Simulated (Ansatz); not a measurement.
O, space group Fd-3m, a cleavage or sliding curve

With the Python package of Ansatz (0.2.0).

The cells in order, each with its output:

```python
from dataclasses import dataclass
import warnings

import ansatz
import numpy as np
```

```python
@dataclass(frozen=True)
class RunConfig:
    smearing: str = "Marzari-Vanderbilt"
    width_ev: float = 0.1
    cutoff_ev: int = 470
    kmesh: tuple[int, ...] = (6, 6, 6)
```

```python
settings = RunConfig()
```

```python
vectors0 = np.array([
    [0.0, 2.170856, 2.170856],
    [2.170856, 0.0, 2.170856],
    [2.170856, 2.170856, 0.0],
])
sites = [
    ("O", (0.25, 0.25, 0.25)),
    ("O", (0.0, 0.0, 0.0)),
]
```

```python
def crystal_on(cell):
    crystal = ansatz.Crystal(lattice=ansatz.Lattice.of(cell))
    for symbol, position in sites:
        crystal = crystal.atom(symbol, position)
    return crystal
```

```python
warnings.simplefilter("ignore", ansatz.DeckWarning)
```

```python
block = crystal_on(vectors0).supercell(1, 1, 2).resolved()
cell0 = np.array(block.lattice.vectors)
xyz = np.array([site.position for site in block.sites]) @ cell0
normal = np.cross(cell0[0], cell0[1])
area = np.linalg.norm(normal)
normal *= np.sign(normal @ cell0[2]) / area
energies = []
for amount in [0, 0.25, 0.5, 0.75]:
    cell = cell0.copy()
    cell[2] += amount * cell0[0]
    moved = ansatz.Crystal(lattice=ansatz.Lattice.of(cell))
    for site, fraction in zip(block.sites, xyz @ np.linalg.inv(cell)):
        moved = moved.atom(site.symbol, fraction)
    job = (
        moved.calculation()
        .occupations(settings.smearing, width=settings.width_ev)
        .functional(ansatz.Functional.LDA)
        .basis(settings.cutoff_ev)
        .pseudopotentials("paw")
        .kpoints(*settings.kmesh)
    )
    energies.append(job.run(threads=1, backend="cpu").report["free_energy_ev"])
    print(f"shift {amount:5.3f} of the vector: {(energies[-1] - energies[0]) / area * 16.02177:8.4f} J/m^2")
```

    shift 0.000 of the vector:   0.0000 J/m^2
    shift 0.250 of the vector:  -0.0183 J/m^2
    shift 0.500 of the vector:  -0.0763 J/m^2
    shift 0.750 of the vector:  -0.0183 J/m^2

Notes:
- The mesh is modest for a metal, so energies can be off by several to tens of meV an atom and pressures by half a GPa or more; differences at equal mesh fare better.
- No spin polarisation was allowed.
- This isn't the structure that O takes at ambient conditions.
- The atoms are held rigidly, so these energies lie above those of relaxed faces or faults.
- Hardware and time: 9.4 s on 1 thread of Arm Neoverse V1, with other jobs on the host, peak memory 0.39 GiB.

(Lines on the test bed's own set-up are left out of the output.)
